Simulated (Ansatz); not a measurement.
# CH₆ClGeNO: up Jacob's ladder to CCSD(T)

The task here is to estimate one member of a computed series from the others.

Program: Ansatz 0.2.0, Gaussian basis. Level of theory: functionals in def2-TZVPP, the program's frozen cores in correlated methods. These are calculated values, not measurements.

Plan: PBE-D4, r2SCAN-D4, PBE0-D4, B3LYP-D4, ωB97X-V, ωB97M-V, B2PLYP; CCSD(T)/def2-TZVPP; MP2/def2-QZVPP; extrapolation to the limit.

## The relaxed structure

An earlier PBE0-D4 in a triple-zeta def2 set relaxation fixed the geometry.

11 atoms, charge 0, spin multiplicity 1.

Atoms are counted from 1 here; the program's logs count them from 0.

Bond lengths: C1–N2 1.454 Å, C1–H6 1.096 Å, C1–H7 1.092 Å, C1–H8 1.093 Å, N2–Ge3 1.812 Å, N2–H9 1.010 Å, Ge3–O4 1.767 Å, Ge3–Cl5 2.152 Å, Ge3–H10 1.531 Å, O4–H11 0.961 Å. Angles: N2–C1–H6 113.7°, N2–C1–H7 109.5°, N2–C1–H8 110.1°, H6–C1–H7 107.6°, H6–C1–H8 108.4°, H7–C1–H8 107.4°, C1–N2–Ge3 120.1°, C1–N2–H9 112.6°, Ge3–N2–H9 113.8°, N2–Ge3–O4 107.9°, N2–Ge3–Cl5 113.6°, N2–Ge3–H10 110.1°, O4–Ge3–Cl5 102.4°, O4–Ge3–H10 114.0°, Cl5–Ge3–H10 108.7°, Ge3–O4–H11 110.8°.

The first run:

Input file in.yaml:

```yaml
crystal:
  periodic: [false, false, false]
  atoms:
    - {symbol: C, position_ang: [-0.928960, 0.558938, -1.076524]}
    - {symbol: N, position_ang: [-0.158014, -0.591824, -0.634080]}
    - {symbol: Ge, position_ang: [0.988175, -0.436744, 0.760917]}
    - {symbol: O, position_ang: [0.042737, -0.042470, 2.200484]}
    - {symbol: Cl, position_ang: [2.316163, 1.249441, 0.602866]}
    - {symbol: H, position_ang: [-0.347838, 1.278488, -1.664963]}
    - {symbol: H, position_ang: [-1.324779, 1.087692, -0.207208]}
    - {symbol: H, position_ang: [-1.782448, 0.231364, -1.675828]}
    - {symbol: H, position_ang: [0.208248, -1.133213, -1.404088]}
    - {symbol: H, position_ang: [1.827055, -1.710759, 0.897250]}
    - {symbol: H, position_ang: [-0.774840, -0.547814, 2.221772]}
basis:
  gaussian: {orbitals: def2-TZVPP}
hamiltonian: {xc: pbe, dispersion: d4}
output: {forces: true, orbitals: {seedname: orbitals}}
```

The run is started by

```
$ ansatz run in.yaml --threads 2 --pin off --events-out ev --progress --plain --max-ram 32768MiB --backend cpu
```

Steps of the session up to this table: PBE-D4 (GGA); r2SCAN-D4 (meta-GGA); PBE0-D4 (hybrid); B3LYP-D4 (hybrid); ωB97X-V (range-separated); ωB97M-V (range-separated); B2PLYP (double hybrid); CCSD(T) in def2-TZVPP; MP2 in def2-QZVPP.

One table of the session follows, with a row left open; its other results are not shown here.

```
            method  atomisation energy (kcal/mol)
            PBE-D4                          921.1
         r2SCAN-D4                          905.9
           PBE0-D4                          902.8
          B3LYP-D4                          902.2
           ωB97X-V                          910.8
           ωB97M-V                          907.0
            B2PLYP                          894.5
     HF/def2-TZVPP                          630.5
    MP2/def2-TZVPP                          900.2
   CCSD/def2-TZVPP                              ?
CCSD(T)/def2-TZVPP                          884.8
           MP2/CBS                          925.0
       CCSD(T)/CBS                          909.6
```

Q: Estimate the row for CCSD/def2-TZVPP from the others.

The run gave: atomisation energy (kcal/mol): 869.9. In the column «atomisation energy (kcal/mol)» it lies between HF/def2-TZVPP (630.5) and CCSD(T)/def2-TZVPP (884.8).

Limits of these values: Free atoms (1 C, 1 N, 1 Ge, 1 O, 1 Cl, 6 H) were run apart at each level; the atomisation energy is their sum less the molecule, without zero-point or spin-orbit terms.
